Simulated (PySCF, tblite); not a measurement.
# C6H9AlO: geometry, infrared bands and NMR shifts

Wanted: the infrared bands and NMR shifts of C6H9AlO (`C#C/C(OC)=[C](/C)[AlH2]`), by calculation.

Computed with tblite 0.8.0 and PySCF 2.14.0, with density-fitted response routines of our own, on a single molecule in the gas phase. Atoms are numbered from 0 throughout.

### 1 The starting structure

17 atoms, charge 0, multiplicity 1; geometry from: force field or distance geometry start.

Bonds of the start (Å): C0–C1 1.19, C1–C2 1.46, C2–O3 1.39, O3–C4 1.41, C2–C5 1.35, C5–C6 1.50, C5–Al7 2.00, C0–H8 1.06, C4–H9 1.11, C4–H10 1.12, C4–H11 1.10, C6–H12 1.12, C6–H13 1.11, C6–H14 1.11, Al7–H15 1.60, Al7–H16 1.60.

### 2 Geometry optimisation with GFN2-xTB

What the job is given:

```
{"job": {"kind": "relax", "xc": "GFN2-xTB", "basis": "xTB"}, "charge": 0, "multiplicity": 1}
C     -0.927500     2.619300     0.170900
C     -0.452300     1.528000     0.072900
C      0.154700     0.202000    -0.022100
O      1.522700     0.085600    -0.269100
C      2.404700     1.184600    -0.397200
C     -0.609000    -0.908200     0.093300
C      0.038900    -2.259100    -0.024500
Al    -2.575800    -0.875800     0.436900
H     -1.360400     3.582900     0.251300
H      3.430500     0.810300    -0.577300
H      2.094000     1.807200    -1.272400
H      2.398100     1.796000     0.523200
H     -0.709100    -3.077500     0.111100
H      0.514600    -2.371200    -1.022900
H      0.810900    -2.371600     0.767100
H     -3.358100     0.510900     0.584100
H     -3.384000    -2.251300     0.565000
```

Started as:

```console
$ OMP_NUM_THREADS=1 python probes_run.py task.json out
```

This one command runs all jobs of the session in turn.

**Question.** This job is followed by: GFN2-xTB harmonic vibrations, gas phase; GIAO PBE0/pcSseg-1 NMR shielding, non-relativistic, gas phase. Predict these results of the whole session: strongest single infrared mode (GFN2-xTB); zero-point energy (GFN2-xTB); 13C shifts against TMS (PBE0/pcSseg-1); 1H shifts against TMS (PBE0/pcSseg-1, means over atoms taken as alike); 17O shifts against H2O (PBE0/pcSseg-1); 27Al shifts against AlH4- (PBE0/pcSseg-1); surface potential, 1st and 99th percentile.

**Answer**, as computed:

| quantity | value |
| --- | --- |
| strongest single infrared mode (GFN2-xTB) | 779 cm⁻¹, 480 km/mol |
| zero-point energy (GFN2-xTB) | 75.4 kcal/mol |
| 13C shifts against TMS (PBE0/pcSseg-1) | 158.1, 140.1, 88.6, 83.4, 57.7, 17.8 ppm |
| 1H shifts against TMS (PBE0/pcSseg-1, means over atoms taken as alike) | 5.55, 4.01, 2.68, 2.14 ppm |
| 17O shifts against H2O (PBE0/pcSseg-1) | 121.9 ppm |
| 27Al shifts against AlH4- (PBE0/pcSseg-1) | 199.0 ppm |
| surface potential, 1st and 99th percentile | -0.93 V and 2.38 V |

Over 54 steps the energy fell by 0.211 eV; of the close pairs, Al7–H15 changed most, 1.599 to 1.549 Å. No mode is imaginary among the 45: a minimum at this level. The strongest single mode, at 779 cm⁻¹, moves mainly H15 and H16. GFN2-xTB is a fitted tight-binding method: band positions and strengths are rough. Its intensities can rank the bands wrongly. C2 (alkene carbon bearing oxygen) lies farthest downfield among carbon, at 158.1 ppm; an sp2 carbon further deshielded by the attached heteroatom. At PBE0/pcSseg-1: Shielding is most anisotropic at C1 (span 280 ppm, paramagnetic term -155 ppm). By nearest atom (PBE0/pcSseg-1), the HOMO sits on C5 35 %; C0, C2 about 15 % each and the LUMO on Al7 35 %; C2 14 %.
